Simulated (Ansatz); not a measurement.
# Si5O: the cost of one run

Computed with Ansatz 0.2.0 (DFT PBE, scalar-relativistic, plane waves, PAW, unless a step's input says otherwise).

### Step 1. Starting point

It takes space group P-6m2 (No. 187, hexagonal). The conventional cell has a = 2.665 Å, b = 2.665 Å, c = 12.952 Å, α = 90.00°, β = 90.00°, γ = 120.00°. Si (site symmetry 3m) is surrounded by 3 O at 2.63 Å and 9 Si at 2.66 Å. Si (site symmetry 3m) has 12 Si at 2.66 Å in its first shell of neighbours. Si (site symmetry -6m2) has 12 Si at 2.66 Å in its first shell of neighbours. Around O (site symmetry -6m2) lie 6 Si at 2.63 Å and 6 O at 2.66 Å.

Coordinates:

```xyz
6
Lattice="2.6646 0.0000 0.0000 -1.3323 2.3076 0.0000 0.0000 0.0000 12.9517" Properties=species:S:1:pos:R:3 pbc="T T T"
Si    1.3323    0.7692   10.8190
Si    0.0000    0.0000    8.6471
Si    1.3323    0.7692    6.4759
Si    0.0000    0.0000    4.3046
Si    1.3323    0.7692    2.1327
O     0.0000    0.0000    0.0000
```

The cell is invented: species swapped into a database cell of MgCd5 (P-6m2, No. 187), with O on the Mg sites and Si on the Cd sites. Lengths come from tabulated atomic sizes and are only a guess.

### Step 2. Probe: one point on a coarse mesh

File input.yaml:

```yaml
crystal:
  lattice:
    - [2.6645594, 0.0, 0.0]
    - [-1.3322797, 2.30757613, 0.0]
    - [0.0, 0.0, 12.95173254]
  atoms:
    - { symbol: Si, position: [0.66666667, 0.33333333, 0.83533365] }
    - { symbol: Si, position: [0.0, 0.0, 0.66764224] }
    - { symbol: Si, position: [0.66666667, 0.33333333, 0.5] }
    - { symbol: Si, position: [0.0, 0.0, 0.33235776] }
    - { symbol: Si, position: [0.66666667, 0.33333333, 0.16466635] }
    - { symbol: O, position: [0.0, 0.0, 0.0] }
basis:
  ecutwfc: 420
kpoints:
  mp_grid: { grid: [6, 6, 2] }
hamiltonian:
  xc: pbe
scf:
  occupations: { method: gaussian, width: 0.1 }
  lower_state_search: "off"
output:
  forces: true
  stress: true
  eigenvalues: true
```

The run is started by

```sh
> ansatz run input.yaml --threads 1 --pin off --max-ram 2560MiB --backend cpu --events-out ev --progress --plain --runs-dir out
```

What time and memory should one allow on 1 thread of Intel Xeon at 2.50GHz (Skylake/Cascade Lake), shared host?

About 4.6 s, with a peak of 0.31 GiB.
